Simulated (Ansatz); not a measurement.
Predict the output of the script below (the Ansatz DFT code, driven from Python).

`methods.py`
```python
# -*- coding: utf-8 -*-
"""One geometry of CH5AlOSe, method by method."""

import ansatz as az

BASIS = "def2-SVP"

GEOMETRY = """
C     0.18660    1.42210    0.08330
O    -0.05060    0.71380   -1.10130
Al    0.23760   -1.07410   -0.75950
Se   -1.44630   -2.46580    0.02270
H    -0.05480    2.52720   -0.17700
H    -0.58090    1.17690    0.86320
H     1.21320    1.39370    0.44200
H     1.78080   -1.65620   -0.91390
H    -1.19700   -2.08380    1.52350
"""

molecule = az.Crystal.molecule()
for line in GEOMETRY.strip().splitlines():
    symbol, *xyz = line.split()
    molecule = molecule.atom(symbol, [float(v) for v in xyz])

job = molecule.calculation().basis(gaussian=BASIS)

methods = ["mp2", "ccsd", "ccsd_t"]
reports = [job.correlation(m).run().report for m in methods]
print(f"Hartree-Fock reference {reports[0]['reference_energy_ev'] / 27.211386246:.6f} Ha")
best = reports[-1]["free_energy_ev"] - reports[-1]["reference_energy_ev"]
for method, each in zip(methods, reports):
    gained = each["free_energy_ev"] - each["reference_energy_ev"]
    print(f"{method:8s} total {each['free_energy_ev'] / 27.211386246:.6f} Ha  correlation {gained:9.4f} eV  ({100 * gained / best:.1f} % of the last)")
```

```console
$ python methods.py
Hartree-Fock reference -2756.983340 Ha
mp2      total -2757.613503 Ha  correlation  -17.1476 eV  (92.3 % of the last)
ccsd     total -2757.648645 Ha  correlation  -18.1039 eV  (97.5 % of the last)
ccsd_t   total -2757.665713 Ha  correlation  -18.5683 eV  (100.0 % of the last)
```

Caveats:
- Total energies depend on the basis set; only differences at equal settings carry meaning.
- The geometry is a force-field or estimated start, not a minimum of this method, and the basis set is short of its limit. A lower total doesn't mark the better method: functionals have no common bound, and MP2 and coupled cluster aren't variational.
- Inner cores stay frozen; a filled d shell under the valence of the heavier atoms is correlated with it.
- The whole script took 26 s on 1 thread of Arm Neoverse V2 (shared host), peak memory 0.48 GiB.
